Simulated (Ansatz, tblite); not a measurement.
**The cluster Ge4H4O10: a ladder of methods and basis sets**

Aim: run the singlet of the cluster Ge4H4O10 at one geometry on many levels, and compare frontier levels, spin and run time.

Method: as each input shows; program: Ansatz 0.2.0, Gaussian basis.

Plan: GFN1-xTB, GFN2-xTB, PBE-D4/def2-SVP, r2SCAN-D4/def2-SVP, MP2/def2-SVP.

8 further runs of the same task are left out: 6 that didn't finish, 2 set aside as unsound or not needed.

**1. The relaxed structure**

The singlet was relaxed beforehand with PBE-D4/def2-SVP. At that level it is the lowest of the isomers that a small search found.

18 atoms, charge 0, spin multiplicity 1.

Bond lengths: Ge1–O8 1.862 Å, Ge1–O10 1.904 Å, Ge1–O13 1.743 Å, Ge1–H17 1.533 Å, Ge2–O7 1.854 Å, Ge2–O9 2.033 Å, Ge2–O11 1.665 Å, Ge2–O12 1.824 Å, Ge3–O6 1.844 Å, Ge3–O8 1.819 Å, Ge3–O9 1.826 Å, Ge3–O10 1.776 Å, Ge4–O5 1.641 Å, Ge4–O9 1.935 Å, Ge4–O12 1.804 Å, Ge4–O14 2.186 Å, O6–O14 1.464 Å, O7–H16 0.992 Å and more. Angles: O8–Ge1–O10 85.3°, O8–Ge1–O13 108.5°, O8–Ge1–H17 119.6°, O10–Ge1–O13 116.1°, O10–Ge1–H17 110.4°, O13–Ge1–H17 114.0°, O7–Ge2–O9 96.0°, O7–Ge2–O11 121.4°, O7–Ge2–O12 95.8°, O9–Ge2–O11 109.7°, O9–Ge2–O12 82.2°, O11–Ge2–O12 138.2°, O6–Ge3–O8 112.3°, O6–Ge3–O9 98.0°, O6–Ge3–O10 137.4°, O8–Ge3–O9 108.2°, O8–Ge3–O10 90.4°, O9–Ge3–O10 108.8° and more.

PBE0-D4/def2-SVP was run before; its log isn't repeated, and its numbers join the tables.

**2. GFN1-xTB**

Tight binding, by tblite at 300 K electronic temperature and without a spin-polarisation term:

```python
tblite.interface.Calculator('GFN1-xTB', numbers, positions, charge=0, uhf=0).singlepoint()
```

Energy -1515.7603 eV, HOMO -13.19 eV, LUMO -8.14 eV; 0.11 s.

**3. GFN2-xTB**

Tight binding, by tblite at 300 K electronic temperature and without a spin-polarisation term:

```python
tblite.interface.Calculator('GFN2-xTB', numbers, positions, charge=0, uhf=0).singlepoint()
```

Energy -1375.2880 eV, HOMO -13.60 eV, LUMO -9.72 eV; 0.093 s.

**4. PBE-D4/def2-SVP**

start.molden holds the orbitals of an earlier run on this state, given as this run's starting guess.

in.yaml reads:

```yaml
crystal:
  periodic: [false, false, false]
  atoms:
    - {symbol: Ge, position_ang: [-1.532274, 2.193386, 0.846675]}
    - {symbol: Ge, position_ang: [0.353455, -1.398068, 1.061882]}
    - {symbol: Ge, position_ang: [-0.248960, 0.893479, -1.003182]}
    - {symbol: Ge, position_ang: [0.409939, -2.238546, -1.596329]}
    - {symbol: O, position_ang: [0.087476, -2.890775, -3.067088]}
    - {symbol: O, position_ang: [1.180889, 0.662671, -2.145295]}
    - {symbol: O, position_ang: [1.879939, -0.388175, 0.767850]}
    - {symbol: O, position_ang: [0.237432, 1.692678, 0.557111]}
    - {symbol: O, position_ang: [-0.585900, -0.867780, -0.661238]}
    - {symbol: O, position_ang: [-1.786171, 1.783543, -0.994988]}
    - {symbol: O, position_ang: [-0.646325, -1.100369, 2.358999]}
    - {symbol: O, position_ang: [0.875002, -2.820947, 0.046651]}
    - {symbol: O, position_ang: [-2.243173, 1.081535, 1.985440]}
    - {symbol: O, position_ang: [1.834375, -0.588114, -1.754755]}
    - {symbol: H, position_ang: [-1.696871, 0.230580, 2.117448]}
    - {symbol: H, position_ang: [1.670084, 0.526575, 1.088627]}
    - {symbol: H, position_ang: [-1.867476, 3.664382, 1.118114]}
    - {symbol: H, position_ang: [2.078570, -0.436044, -0.725942]}
basis:
  gaussian: {orbitals: def2-SVP, initial_orbitals: start.molden}
hamiltonian: {xc: pbe, dispersion: d4}
scf: {omitted_lower_state_checks: [starts]}
output: {orbitals: {seedname: orbitals}}
```

Started as:

```sh
$ ansatz run in.yaml --threads 4 --pin off --events-out ev --progress --plain --max-ram 6963MiB
```

The runs that follow: r2SCAN-D4/def2-SVP; MP2/def2-SVP.

Before running them: what should the planned runs give, taken together? Wanted: gap in def2-SVP, named functionals, smallest and largest; correlation energy, MP2/def2-SVP; binding an atom, functionals in def2-SVP.

**Answer**, as computed:

```
                                                quantity                                value
gap in def2-SVP, named functionals, smallest and largest  2.76 eV (PBE-D4), 5.35 eV (PBE0-D4)
                        correlation energy, MP2/def2-SVP                            -76.49 eV
                binding an atom, functionals in def2-SVP   3.78 (PBE0-D4) to 4.06 eV (PBE-D4)
```

**Reading.** Over the named functionals in def2-SVP the gap runs from 2.76 eV (PBE-D4) to 5.35 eV (PBE0-D4); exact exchange widens it.
